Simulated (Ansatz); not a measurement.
Write a Python script for Ansatz's Python interface that makes a band structure of C, space group P6/mmm. Settings: LDA, PAW, the default cutoff (420 eV here), Gaussian smearing of 0.1 eV.

```
C
1.0
     2.45617    0.00000    0.00000
    -1.22809    2.12711    0.00000
     0.00000    0.00000    8.52380
C
2
Direct
  0.33333 0.66667 0.00000
  0.66667 0.33333 0.00000
```

`bands_c.py`
```python
"""Band structure of C."""

import ansatz as az
import numpy as np

params = {
    "xc": "lda",
    "k_spacing": 0.24,
    "occupations": "gaussian",
    "smearing_width": 0.1,
    "n_empty": 10,
}

system = (
    az.Lattice.of([2.45617, 0.0, 0.0], [-1.228085, 2.127106, 0.0], [0.0, 0.0, 8.523803])
    .atom("C", [1 / 3, 2 / 3, 0.0])
    .atom("C", [2 / 3, 1 / 3, 0.0])
)

# high-symmetry points in fractions of the reciprocal vectors
path = [
    ("G", (0.0, 0.0, 0.0)),
    ("M", (0.5, 0.0, 0.0)),
    ("K", (0.33333, 0.33333, 0.0)),
    ("G", (0.0, 0.0, 0.0)),
    ("A", (0.0, 0.0, 0.5)),
    ("L", (0.5, 0.0, 0.5)),
]
calculation = (
    system.calculation()
    .functional(params["xc"])
    .kpoints(spacing=params["k_spacing"])
    .occupations(params["occupations"], width=params["smearing_width"])
    .pseudopotentials("paw")
    .band_structure([point for _, point in path], intervals=4)
    .scf(extra_bands=params["n_empty"])
    .density()
)
res = calculation.run(threads=1)
report = res.report

print(f"free energy      {report['free_energy_ev']:.5f} eV")
print(f"per atom         {report['free_energy_ev'] / len(res.lattice.sites):.5f} eV")
print(f"SCF iterations   {report['n_iterations']}  (converged: {report['converged']})")

rho = res.density()
total = sum(ch.density_e_per_ang3 for ch in rho.channels[:2]) if len(rho.channels) < 3 else rho.channels[0].density_e_per_ang3
print("grid", rho.dims, "electrons", round(float(total.mean() * rho.cell_volume_ang3), 4))
profile = total.mean(axis=(1, 2))
print("planar average along grid axis 0 (e/A^3):")
print(np.array2string(profile[:: max(len(profile) // 16, 1)], precision=4))

bands = res.band_structure()
fermi = bands.fermi_energy_ev
print(f"zero of the bands: {fermi:.3f} eV, the Fermi level found on the SCF mesh")
for spin, channel in enumerate(bands.channels):
    levels = channel.eigenvalues_ev - fermi
    crossing = [b for b in range(levels.shape[1]) if levels[:, b].min() < 0 < levels[:, b].max()]
    print(f"channel {spin}: bands that cross the Fermi level on this path:", [b + 1 for b in crossing] or "none")
    shown = crossing or sorted(np.argsort(np.abs(levels).min(axis=0))[:2])
    for k, row in zip(bands.kpoints_frac, levels[:, shown]):
        print(f"{k[0]:7.3f} {k[1]:7.3f} {k[2]:7.3f}  ", " ".join(f"{e:8.3f}" for e in row))
```

`python bands_c.py` gives:
```text
DeckWarning: basis.ecutwfc = 420 eV, auto-derived from the records' recommended cutoffs: set by C (normal level)
free energy      -485.91757 eV
per atom         -242.95878 eV
SCF iterations   6  (converged: True)
grid (18, 18, 60) electrons 8.0
planar average along grid axis 0 (e/A^3):
[0.121  0.1241 0.1328 0.1456 0.1614 0.1809 0.2048 0.2299 0.2489 0.256
 0.2489 0.2299 0.2048 0.1809 0.1614 0.1456 0.1328 0.1241]
zero of the bands: -0.052 eV, the Fermi level found on the SCF mesh
channel 0: bands that cross the Fermi level on this path: [4]
  0.000   0.000   0.000     -3.022
  0.125   0.000   0.000     -3.733
  0.250   0.000   0.000     -5.057
  0.375   0.000   0.000     -3.956
  0.500   0.000   0.000     -2.371
  0.458   0.083   0.000     -2.220
  0.417   0.167   0.000     -1.769
  0.375   0.250   0.000     -1.023
  0.333   0.333   0.000      0.007
  0.250   0.250   0.000     -2.767
  0.167   0.167   0.000     -5.396
  0.083   0.083   0.000     -4.050
  0.000   0.000   0.000     -3.022
  0.000   0.000   0.125     -3.022
  0.000   0.000   0.250     -3.022
  0.000   0.000   0.375     -3.022
  0.000   0.000   0.500     -3.022
  0.125   0.000   0.500     -3.734
  0.250   0.000   0.500     -5.057
  0.375   0.000   0.500     -3.956
  0.500   0.000   0.500     -2.371
```
(Warnings from the package without file and line.)

Caveats:
- Total energies depend on the potentials; only differences at equal settings carry meaning.
- The cell holds layers, chains or clusters in vacuum, no bulk phase.
- An opening on this mesh may only mean that it misses a point where bands touch.
- Legs of the path along the vacuum direction only repeat the in-plane bands.
- Grid values close to the nuclei reflect the PAW or pseudopotential construction, not the all-electron fields.
- This isn't the structure that C takes at ambient conditions.
- Gaps and levels are Kohn-Sham values on a finite set of k-points.
- The whole script took 2.1 s on 1 thread of Intel(R) Xeon(R) Processor @ 2.30GHz (shared host), peak memory 0.47 GiB.
